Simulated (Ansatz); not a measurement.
**C₂H₆InN: single points with varied inputs**

How do the results and run time of C₂H₆InN respond when the settings are drawn wide?

Program: Ansatz 0.2.0, Gaussian basis. Level of theory: the settings change from run to run. These are calculated values, not measurements.

### 1 The geometry

The structure was relaxed beforehand with PBE0-D4 in a triple-zeta def2 set. In takes a core potential in def2 sets; no spin-orbit term is included.

SMILES `CC#[N+][InH3-]`, 10 atoms, charge 0, spin multiplicity 1.

Atoms are counted from 1 here; the program's logs count them from 0.

Bond lengths: C1–C2 1.445 Å, C1–H5 1.091 Å, C1–H6 1.091 Å, C1–H7 1.091 Å, C2–N3 1.145 Å, N3–In4 2.408 Å, In4–H8 1.733 Å, In4–H9 1.733 Å, In4–H10 1.733 Å. Angles: C2–C1–H5 109.8°, C2–C1–H6 109.8°, C2–C1–H7 109.8°, H5–C1–H6 109.2°, H5–C1–H7 109.2°, H6–C1–H7 109.2°, C1–C2–N3 180.0°, C2–N3–In4 180.0°, N3–In4–H8 95.8°, N3–In4–H9 95.8°, N3–In4–H10 95.8°, H8–In4–H9 119.0°, H8–In4–H10 119.0°, H9–In4–H10 119.0°.

### 2 CCSD/def2-TZVPD

Options: high accuracy.

The input, in.yaml:

```yaml
crystal:
  periodic: [false, false, false]
  atoms:
    - {symbol: C, position_ang: [-0.929242, 1.616136, -1.409082]}
    - {symbol: C, position_ang: [-0.351609, 0.616949, -0.540429]}
    - {symbol: N, position_ang: [0.106148, -0.174893, 0.147908]}
    - {symbol: In, position_ang: [1.069797, -1.840607, 1.595898]}
    - {symbol: H, position_ang: [-0.666861, 2.612560, -1.050927]}
    - {symbol: H, position_ang: [-0.548252, 1.488111, -2.423201]}
    - {symbol: H, position_ang: [-2.015208, 1.513339, -1.418711]}
    - {symbol: H, position_ang: [0.513785, -3.205635, 0.685127]}
    - {symbol: H, position_ang: [0.196006, -1.364780, 3.014356]}
    - {symbol: H, position_ang: [2.708536, -1.312479, 1.402062]}
basis:
  gaussian: {orbitals: def2-TZVPD}
hamiltonian: {xc: {name: HF}}
correlation: {method: ccsd}
accuracy: high
```

The run is started by

```console
$ ansatz run in.yaml --threads 4 --pin off --events-out ev --progress --plain --max-ram 10444MiB
```

The log of the run:

```text
Functional definition: HF
  name "HF"
  cite "Fock, Z. Phys. 61, 126 (1930) doi:10.1007/BF01340294"
  parent pbe
  exchange = exact_x
  correlation = 0
3893 factors; integrals over basis functions are off by at most 4.5e-9 eV
mean field evaluation 1: about -8783.7829 eV, gradient 3.2e1 eV
mean field evaluation 2: about -8783.8778 eV, gradient 3.2e1 eV
mean field evaluation 4: about -8786.6840 eV, gradient 5.0e0 eV
mean field evaluation 8: about -8786.7708 eV, gradient 2.9e-4 eV
mean field evaluation 16: about -8786.5767 eV, gradient 5.0e0 eV
mean field -8786.77078989 eV, -322.9078706415 hartree, gradient 4.6e-8 eV, S^2 0.000000; 0 other end points of the search recorded, 0 dependent functions left out
7 core orbitals not correlated: weight in the atoms' cores, before any rotation towards them, 1.000 or more for the frozen orbitals, at most 0.000 for the correlated occupied ones
reference -8786.77078989 eV, -322.9078706415 hartree; 16, 16 occupied and 198, 198 virtual orbitals, 3893 factors
second order -22.06805200 eV of doubles, -0.00000000 eV of singles
cycle   1  -22.00412066 eV  change    6.4e-2 eV  update   1.2e-1
cycle   2  -22.70656262 eV  change   -7.0e-1 eV  update   3.7e-2
cycle   3  -22.82897552 eV  change   -1.2e-1 eV  update   1.8e-2
cycle   4  -22.82414538 eV  change    4.8e-3 eV  update   4.4e-3
cycle   5  -22.82497445 eV  change   -8.3e-4 eV  update   1.7e-3
cycle   6  -22.82482703 eV  change    1.5e-4 eV  update   3.8e-4
cycle   7  -22.82488932 eV  change   -6.2e-5 eV  update   1.5e-4
cycle   8  -22.82495699 eV  change   -6.8e-5 eV  update   4.1e-5
cycle   9  -22.82497135 eV  change   -1.4e-5 eV  update   1.8e-5
cycle  10  -22.82496952 eV  change    1.8e-6 eV  update   6.3e-6
cycle  11  -22.82496753 eV  change    2.0e-6 eV  update   2.2e-6
cycle  12  -22.82496794 eV  change   -4.1e-7 eV  update   1.1e-6
cycle  13  -22.82496797 eV  change   -3.1e-8 eV  update   3.0e-7
cycle  14  -22.82496803 eV  change   -5.4e-8 eV  update   1.1e-7
cycle  15  -22.82496811 eV  change   -8.5e-8 eV  update   5.0e-8
cycle  16  -22.82496814 eV  change   -2.6e-8 eV  update   3.0e-8
cycle  17  -22.82496805 eV  change    9.1e-8 eV  update   1.5e-7
cycle  18  -22.82496806 eV  change   -1.3e-8 eV  update   2.9e-8
cycle  19  -22.82496804 eV  change    1.7e-8 eV  update   9.2e-9
cycle  20  -22.82496804 eV  change    2.5e-9 eV  update   3.1e-9
cycle  21  -22.82496804 eV  change    2.0e-9 eV  update  9.9e-10
Total energy: -8809.59575793 eV, -323.7466727456 hartree
```

Wall time 2 min (4 threads of Arm Neoverse V2, shared host); peak memory 7.6 GiB.

T1 0.014.

### 3 revPBE/def2-SVPD

Options: a grid of angular degree 47, D3(BJ) dispersion.

Edit in.yaml of step 2 so:

```diff
@@ -14,5 +14,4 @@
 basis:
-  gaussian: {orbitals: def2-TZVPD}
-hamiltonian: {xc: {name: HF}}
-correlation: {method: ccsd}
-accuracy: high
+  gaussian: {orbitals: def2-SVPD, final_grid: {core_spheres: 20, valence_spheres: 16, degree: 47}}
+hamiltonian: {xc: {name: revPBE}, dispersion: d3bj}
+output: {forces: true}
```

Same command.

The log of the run:

```text
Functional definition: revPBE
  name "revPBE"
  cite "Zhang & Yang, Phys. Rev. Lett. 80, 890 (1998) doi:10.1103/PhysRevLett.80.890"
  cite "Perdew, Burke & Ernzerhof, Phys. Rev. Lett. 77, 3865 (1996) doi:10.1103/PhysRevLett.77.3865"
  parameter kappa = 1.245
  parameter beta = 0.06672455060314922
  exchange = pbe_x(kappa = kappa, mu = beta*pi^2/3)
  correlation = pbe_c(beta = beta)
1250 factors; their error is unknown
mean field evaluation 1: about -8825.3802 eV, gradient 5.3e1 eV
mean field evaluation 2: about -8814.5435 eV, gradient 8.5e1 eV
mean field evaluation 4: about -8832.0908 eV, gradient 4.2e0 eV
mean field evaluation 8: about -8832.1422 eV, gradient 7.6e-2 eV
mean field evaluation 16: about -8832.0989 eV, gradient 1.8e-5 eV
mean field -8832.09886471 eV, -324.5736466663 hartree, gradient 1.8e-5 eV, S^2 0.000000; 0 other end points of the search recorded, 0 dependent functions left out
the calculation of the forces begins
reference -8832.09893762 eV, -324.5736493457 hartree; 23, 23 occupied and 117, 117 virtual orbitals, 1250 factors
Total energy: -8832.48934436 eV, -324.5879965290 hartree
Atom 0 at    -0.929242     1.616136    -1.409082 Å, force     0.043878    -0.075951     0.066076 eV/Å
Atom 1 at    -0.351609     0.616949    -0.540429 Å, force    -0.941839     1.629064    -1.416266 eV/Å
Atom 2 at     0.106148    -0.174893     0.147908 Å, force     1.056245    -1.827063     1.588352 eV/Å
Atom 3 at     1.069797    -1.840607     1.595898 Å, force     0.071069    -0.122932     0.106816 eV/Å
Atom 4 at    -0.666861     2.612560    -1.050927 Å, force     0.114054     0.497093     0.154041 eV/Å
Atom 5 at    -0.548252     1.488111    -2.423201 Å, force     0.170790    -0.041262    -0.502935 eV/Å
Atom 6 at    -2.015208     1.513339    -1.418711 Å, force    -0.531464    -0.029158    -0.022013 eV/Å
Atom 7 at     0.513785    -3.205635     0.685127 Å, force    -0.083277    -0.187064    -0.135862 eV/Å
Atom 8 at     0.196006    -1.364780     3.014356 Å, force    -0.128528     0.074915     0.195599 eV/Å
Atom 9 at     2.708536    -1.312479     1.402062 Å, force     0.229072     0.082358    -0.033809 eV/Å
Dipole moment:    -0.596603     1.031687    -0.896849 e Å
```

Run time: 2.1 s. Hardware: 4 threads of Arm Neoverse V2, shared host.

Largest force 2.641 eV/Å, dipole 7.16 D.

### 4 B2GP-PLYP/def2-mTZVPP

Edit in.yaml of step 3 so:

```diff
@@ -14,4 +14,3 @@
 basis:
-  gaussian: {orbitals: def2-SVPD, final_grid: {core_spheres: 20, valence_spheres: 16, degree: 47}}
-hamiltonian: {xc: {name: revPBE}, dispersion: d3bj}
-output: {forces: true}
+  gaussian: {orbitals: def2-mTZVPP}
+hamiltonian: {xc: {name: B2GP-PLYP}}
```

Same command.

The log of the run:

```text
Functional definition: B2GP-PLYP
  name "B2GP-PLYP"
  cite "Karton, Tarnopolsky, Lamère, Schatz & Martin, J. Phys. Chem. A 112, 12868 (2008) doi:10.1021/jp801805p"
  cite "Becke, Phys. Rev. A 38, 3098 (1988) doi:10.1103/PhysRevA.38.3098"
  cite "Lee, Yang & Parr, Phys. Rev. B 37, 785 (1988) doi:10.1103/PhysRevB.37.785"
  parameter a = 0.65
  parameter c = 0.36
  exchange = (1 - a)*b88_x + a*exact_x
  correlation = (1 - c)*lyp_c + c*(mp2_os + mp2_ss)
1286 factors; integrals over basis functions are off by at most 1.3e-3 eV
mean field evaluation 1: about -8811.8978 eV, gradient 3.8e1 eV
mean field evaluation 2: about -8811.9611 eV, gradient 3.8e1 eV
mean field evaluation 4: about -8814.9502 eV, gradient 7.5e0 eV
mean field evaluation 8: about -8815.0804 eV, gradient 2.2e-1 eV
mean field evaluation 16: about -8815.0805 eV, gradient 1.2e-5 eV
mean field -8815.08050603 eV, -323.9482335205 hartree, gradient 3.2e-6 eV, S^2 0.000000; 0 other end points of the search recorded, 0 dependent functions left out
7 core orbitals not correlated: weight in the atoms' cores, before any rotation towards them, 1.000 or more for the frozen orbitals, at most 0.000 for the correlated occupied ones
reference -8815.08065928 eV, -323.9482391524 hartree; 16, 16 occupied and 105, 105 virtual orbitals, 1286 factors
second order -19.00681931 eV of doubles, -0.00000000 eV of singles
Total energy: -8821.92311424 eV, -324.1996947340 hartree
```

Run time: 1.8 s. Hardware: 4 threads of Arm Neoverse V2, shared host.

### 5 RPBE/x2c-TZVPPall

This run has D3(BJ) dispersion, the search for lower states set to light.

Edit in.yaml of step 4 so:

```diff
@@ -14,3 +14,5 @@
 basis:
-  gaussian: {orbitals: def2-mTZVPP}
-hamiltonian: {xc: {name: B2GP-PLYP}}
+  gaussian: {orbitals: x2c-TZVPPall}
+hamiltonian: {xc: {name: RPBE}, dispersion: d3bj}
+scf: {lower_state_search: light}
+output: {forces: true}
```

Launched as before.

The log of the run:

```text
Functional definition: RPBE
  name "RPBE"
  cite "Hammer, Hansen & Nørskov, Phys. Rev. B 59, 7413 (1999) doi:10.1103/PhysRevB.59.7413"
  cite "Perdew, Burke & Ernzerhof, Phys. Rev. Lett. 77, 3865 (1996) doi:10.1103/PhysRevLett.77.3865"
  parameter kappa = 0.804
  parameter beta = 0.06672455060314922
  exchange = rpbe_x(kappa = kappa, mu = beta*pi^2/3)
  correlation = pbe_c(beta = beta)
1422 factors; their error is unknown
mean field evaluation 1: about -163685.0438 eV, gradient 6.3e1 eV
mean field evaluation 2: about -163673.7628 eV, gradient 9.1e1 eV
mean field evaluation 4: about -163693.5397 eV, gradient 5.9e0 eV
mean field evaluation 8: about -163693.6273 eV, gradient 1.5e-1 eV
mean field evaluation 16: about -163693.6073 eV, gradient 7.0e-4 eV
mean field -163693.60734518 eV, -6015.6291144232 hartree, gradient 7.7e-6 eV, S^2 0.000000; 0 other end points of the search recorded, 0 dependent functions left out
the calculation of the forces begins
reference -163693.60739972 eV, -6015.6291164273 hartree; 37, 37 occupied and 200, 200 virtual orbitals, 1422 factors
Total energy: -163694.56807203 eV, -6015.6644204838 hartree
Relativity: scalar
Atom 0 at    -0.929242     1.616136    -1.409082 Å, force    -0.021213     0.036660    -0.031821 eV/Å
Atom 1 at    -0.351609     0.616949    -0.540429 Å, force    -0.612391     1.059238    -0.920944 eV/Å
Atom 2 at     0.106148    -0.174893     0.147908 Å, force     0.740589    -1.281019     1.113676 eV/Å
Atom 3 at     1.069797    -1.840607     1.595898 Å, force    -0.005437     0.009394    -0.008160 eV/Å
Atom 4 at    -0.666861     2.612560    -1.050927 Å, force     0.048226     0.225911     0.064721 eV/Å
Atom 5 at    -0.548252     1.488111    -2.423201 Å, force     0.073464    -0.013902    -0.227931 eV/Å
Atom 6 at    -2.015208     1.513339    -1.418711 Å, force    -0.239313    -0.008495    -0.013685 eV/Å
Atom 7 at     0.513785    -3.205635     0.685127 Å, force    -0.071642    -0.162465    -0.116934 eV/Å
Atom 8 at     0.196006    -1.364780     3.014356 Å, force    -0.110771     0.064119     0.169733 eV/Å
Atom 9 at     2.708536    -1.312479     1.402062 Å, force     0.198488     0.070559    -0.028654 eV/Å
Dipole moment:    -0.594706     1.028411    -0.894001 e Å
```

Wall time 2.4 s (4 threads of Arm Neoverse V2, shared host).

Largest force 1.852 eV/Å, dipole 7.14 D.

### 6 r2SCAN50/ANO-RCC-VTZP

This run has a point charge of 0.50 e beside it.

Edit in.yaml of step 5 so:

```diff
@@ -14,5 +14,4 @@
 basis:
-  gaussian: {orbitals: x2c-TZVPPall}
-hamiltonian: {xc: {name: RPBE}, dispersion: d3bj}
-scf: {lower_state_search: light}
+  gaussian: {orbitals: ANO-RCC-VTZP, point_charges: [{charge: 0.50, position_ang: [6.057, 0.984, -0.688]}]}
+hamiltonian: {xc: {name: r2SCAN50}}
 output: {forces: true}
```

Launched as before.

The log of the run:

```text
Functional definition: r2SCAN50
  name "r2SCAN50"
  cite "Bursch, Neugebauer, Ehlert & Grimme, J. Chem. Phys. 156, 134105 (2022) doi:10.1063/5.0086040"
  cite "Furness, Kaplan, Ning, Perdew & Sun, J. Phys. Chem. Lett. 11, 8208 (2020) doi:10.1021/acs.jpclett.0c02405"
  cite "Furness, Kaplan, Ning, Perdew & Sun, J. Phys. Chem. Lett. 11, 9248 (2020) doi:10.1021/acs.jpclett.0c03077"
  parent r2scan
  parameter a = 0.5
  parameter k0 = 0.174
  parameter k1 = 0.065
  parameter a1 = 4.9479
  exchange = (1 - a)*r2scan_x(k0 = k0, k1 = k1, a1 = a1) + a*exact_x
  correlation = r2scan_c
1976 factors; their error is unknown
mean field evaluation 1: about -163684.1129 eV, gradient 3.9e1 eV
mean field evaluation 2: about -163683.9805 eV, gradient 4.1e1 eV
mean field evaluation 4: about -163687.2305 eV, gradient 1.8e0 eV
mean field evaluation 8: about -163687.2379 eV, gradient 2.0e-2 eV
mean field evaluation 16: about -163687.4803 eV, gradient 2.3e-5 eV
mean field -163687.48033661 eV, -6015.4039510113 hartree, gradient 2.3e-5 eV, S^2 0.000000; 0 other end points of the search recorded, 0 dependent functions left out
the calculation of the forces begins
reference -163687.48035364 eV, -6015.4039516371 hartree; 37, 37 occupied and 205, 205 virtual orbitals, 1976 factors
Total energy: -163687.48035364 eV, -6015.4039516371 hartree
Relativity: scalar
Atom 0 at    -0.929242     1.616136    -1.409082 Å, force    -0.094802     0.161535    -0.139287 eV/Å
Atom 1 at    -0.351609     0.616949    -0.540429 Å, force     0.603723    -1.097270     0.952731 eV/Å
Atom 2 at     0.106148    -0.174893     0.147908 Å, force    -0.653326     1.239250    -1.074416 eV/Å
Atom 3 at     1.069797    -1.840607     1.595898 Å, force    -0.214426    -0.081250     0.051198 eV/Å
Atom 4 at    -0.666861     2.612560    -1.050927 Å, force    -0.086852    -0.340558    -0.089570 eV/Å
Atom 5 at    -0.548252     1.488111    -2.423201 Å, force    -0.125149     0.012641     0.340605 eV/Å
Atom 6 at    -2.015208     1.513339    -1.418711 Å, force     0.363066     0.011809     0.021650 eV/Å
Atom 7 at     0.513785    -3.205635     0.685127 Å, force     0.114805     0.165348     0.090049 eV/Å
Atom 8 at     0.196006    -1.364780     3.014356 Å, force     0.152063    -0.038336    -0.166996 eV/Å
Atom 9 at     2.708536    -1.312479     1.402062 Å, force    -0.037153     0.011091    -0.025354 eV/Å
Dipole moment:    -0.737352     1.039098    -0.908913 e Å
```

It took 14 s on 4 threads of Arm Neoverse V2, shared host; peak memory 1.1 GiB.

Largest force 1.765 eV/Å, dipole 7.52 D.

### 7 B3LYP5/def2-mTZVPP

Set apart from the defaults: a point charge of 1.00 e beside it.

Edit in.yaml of step 6 so:

```diff
@@ -14,4 +14,4 @@
 basis:
-  gaussian: {orbitals: ANO-RCC-VTZP, point_charges: [{charge: 0.50, position_ang: [6.057, 0.984, -0.688]}]}
-hamiltonian: {xc: {name: r2SCAN50}}
+  gaussian: {orbitals: def2-mTZVPP, point_charges: [{charge: 1.00, position_ang: [7.587, 0.175, 0.573]}]}
+hamiltonian: {xc: {name: B3LYP5}}
 output: {forces: true}
```

Same command.

The log of the run:

```text
Functional definition: B3LYP5
  name "B3LYP5"
  cite "Stephens, Devlin, Chabalowski & Frisch, J. Phys. Chem. 98, 11623 (1994) doi:10.1021/j100096a001"
  cite "Becke, Phys. Rev. A 38, 3098 (1988) doi:10.1103/PhysRevA.38.3098"
  cite "Lee, Yang & Parr, Phys. Rev. B 37, 785 (1988) doi:10.1103/PhysRevB.37.785"
  cite "Vosko, Wilk & Nusair, Can. J. Phys. 58, 1200 (1980) doi:10.1139/p80-159"
  parameter a0 = 0.2
  parameter ax = 0.72
  parameter ac = 0.81
  exchange = (1 - a0 - ax)*slater_x + ax*b88_x + a0*exact_x
  correlation = (1 - ac)*vwn5_c + ac*lyp_c
1286 factors; integrals over basis functions are off by at most 1.3e-3 eV
mean field evaluation 1: about -8826.8529 eV, gradient 5.6e1 eV
mean field evaluation 2: about -8818.4726 eV, gradient 8.1e1 eV
mean field evaluation 4: about -8833.2083 eV, gradient 3.1e0 eV
mean field evaluation 8: about -8833.3794 eV, gradient 1.9e-1 eV
mean field evaluation 16: about -8833.3794 eV, gradient 3.0e-5 eV
mean field -8833.37942134 eV, -324.6207062546 hartree, gradient 3.0e-5 eV, S^2 0.000000; 0 other end points of the search recorded, 0 dependent functions left out
the calculation of the forces begins
reference -8833.37973357 eV, -324.6207177289 hartree; 23, 23 occupied and 105, 105 virtual orbitals, 1286 factors
Total energy: -8833.37973357 eV, -324.6207177289 hartree
Atom 0 at    -0.929242     1.616136    -1.409082 Å, force    -0.056718     0.090887    -0.079651 eV/Å
Atom 1 at    -0.351609     0.616949    -0.540429 Å, force    -0.063812     0.057118    -0.052700 eV/Å
Atom 2 at     0.106148    -0.174893     0.147908 Å, force     0.125985    -0.080362     0.078118 eV/Å
Atom 3 at     1.069797    -1.840607     1.595898 Å, force    -0.277947    -0.191696     0.122816 eV/Å
Atom 4 at    -0.666861     2.612560    -1.050927 Å, force    -0.020145     0.045690    -0.000050 eV/Å
Atom 5 at    -0.548252     1.488111    -2.423201 Å, force    -0.016080     0.007444    -0.046741 eV/Å
Atom 6 at    -2.015208     1.513339    -1.418711 Å, force    -0.039969     0.015383    -0.016032 eV/Å
Atom 7 at     0.513785    -3.205635     0.685127 Å, force     0.066832    -0.028393    -0.037616 eV/Å
Atom 8 at     0.196006    -1.364780     3.014356 Å, force     0.056723     0.034808     0.041605 eV/Å
Atom 9 at     2.708536    -1.312479     1.402062 Å, force     0.295512     0.092565    -0.039360 eV/Å
Dipole moment:    -0.775738     1.026310    -0.910401 e Å
```

Wall time 1.6 s (4 threads of Arm Neoverse V2, shared host).

Largest force 0.359 eV/Å, dipole 7.57 D.

### 8 wB97X-V/def2-mTZVPP

Set apart from the defaults: unrestricted orbitals, coordinates scaled by 0.92, a point charge of -1.00 e beside it, the search for lower states set to full.

The input, in.yaml:

```yaml
crystal:
  periodic: [false, false, false]
  atoms:
    - {symbol: C, position_ang: [-0.854903, 1.486845, -1.296355]}
    - {symbol: C, position_ang: [-0.323481, 0.567593, -0.497195]}
    - {symbol: N, position_ang: [0.097656, -0.160902, 0.136076]}
    - {symbol: In, position_ang: [0.984213, -1.693358, 1.468226]}
    - {symbol: H, position_ang: [-0.613512, 2.403556, -0.966853]}
    - {symbol: H, position_ang: [-0.504392, 1.369062, -2.229345]}
    - {symbol: H, position_ang: [-1.853991, 1.392272, -1.305215]}
    - {symbol: H, position_ang: [0.472682, -2.949184, 0.630317]}
    - {symbol: H, position_ang: [0.180325, -1.255598, 2.773207]}
    - {symbol: H, position_ang: [2.491853, -1.207481, 1.289897]}
basis:
  gaussian: {orbitals: def2-mTZVPP, point_charges: [{charge: -1.00, position_ang: [7.003, -0.188, 0.939]}]}
magnetization: {spin_polarized: true, initial_magnetization: 0}
hamiltonian: {xc: {name: wB97X-V}}
scf: {lower_state_search: full}
```

Launched as before.

The log of the run:

```text
Functional definition: wB97X-V
  name "wB97X-V"
  cite "Mardirossian & Head-Gordon, Phys. Chem. Chem. Phys. 16, 9904 (2014) doi:10.1039/C3CP54374A"
  cite "Becke, J. Chem. Phys. 107, 8554 (1997) doi:10.1063/1.475007"
  cite "Vydrov & Van Voorhis, J. Chem. Phys. 133, 244103 (2010) doi:10.1063/1.3521275"
  parameter omega = 0.3/bohr
  parameter cx = 0.167
  parameter cx1 = 0.603
  parameter cx2 = 1.194
  parameter css0 = 0.556
  parameter css1 = -0.257
  parameter cos0 = 1.219
  parameter cos1 = -1.850
  parameter b = 6.0
  parameter c = 0.01
  exchange = spin_sum(e_x_unif_sr(omega)*poly(b97_u_x, 1 - cx, cx1, cx2)) + cx*exact_x_sr(omega) + exact_x_lr(omega)
  correlation = spin_sum(e_c_pw_same_spin*poly(b97_u_same, css0, css1))
      + integral(e_c_pw_opposite_spin*poly(b97_u_opposite, cos0, cos1)) + vv10(b, c)
1281 factors; their error is unknown
302 factors; integrals over basis functions are off by at most 9.8e-6 eV
mean field evaluation 1: about -8828.0647 eV, gradient 3.1e1 eV
mean field evaluation 2: about -8828.8947 eV, gradient 2.8e1 eV
mean field evaluation 4: about -8831.7099 eV, gradient 1.2e0 eV
mean field evaluation 8: about -8831.7447 eV, gradient 1.7e-1 eV
mean field evaluation 16: about -8828.0944 eV, gradient 3.1e1 eV
mean field -8831.74475771 eV, -324.5606334743 hartree, gradient 1.2e-5 eV, S^2 0.000000; 0 other end points of the search recorded, 0 dependent functions left out
reference -8831.74475446 eV, -324.5606333548 hartree; 23, 23 occupied and 105, 105 virtual orbitals, 1281 factors
Total energy: -8831.74475446 eV, -324.5606333548 hartree
```

Wall time 6.5 s (4 threads of Arm Neoverse V2, shared host); peak memory 0.6 GiB.

⟨S²⟩ 0.000.

### 9 The runs in one table

| level | charge | multiplicity | geometry | functions | energy (eV) | time |
| --- | --- | --- | --- | --- | --- | --- |
| CCSD/def2-TZVPD | 0 | 1 | relaxed | 221 | -8809.596 | 2 min |
| revPBE/def2-SVPD | 0 | 1 | relaxed | 140 | -8832.489 | 2.1 s |
| B2GP-PLYP/def2-mTZVPP | 0 | 1 | relaxed | 128 | -8821.923 | 1.8 s |
| RPBE/x2c-TZVPPall | 0 | 1 | relaxed | 237 | -163694.568 | 2.4 s |
| r2SCAN50/ANO-RCC-VTZP | 0 | 1 | relaxed, point charge | 242 | -163687.480 | 14 s |
| B3LYP5/def2-mTZVPP | 0 | 1 | relaxed, point charge | 128 | -8833.380 | 1.6 s |
| wB97X-V/def2-mTZVPP | 0 | 1 | scaled, point charge | 128 | -8831.745 | 6.5 s |

### 10 Summary of results

| quantity | value |
| --- | --- |
| runs | 7 |
| quickest | B3LYP5/def2-mTZVPP, 1.6 s |
| slowest | CCSD/def2-TZVPD, 2 min |
| spread of total energies, same state and geometry | 154885.0 eV |
| dipole, same state and geometry | 7.14 to 7.16 D |

What this shows: CCSD/def2-TZVPD took 76 times as long as B3LYP5/def2-mTZVPP. The jobs differ in tasks and options as well as level. Total energies at one charge and spin differ by 154885 eV between levels, so only differences within one level mean anything. Some of these runs are scalar-relativistic and others not, which shifts the totals of all-electron atoms past neon by eV; core potentials, where a basis has them, take the core out of the total altogether. At the PBE0-D4/def2-TZVP geometry and in the same state, runs without warnings or point charges leave forces up to 2.64 eV/Å (revPBE/def2-SVPD).
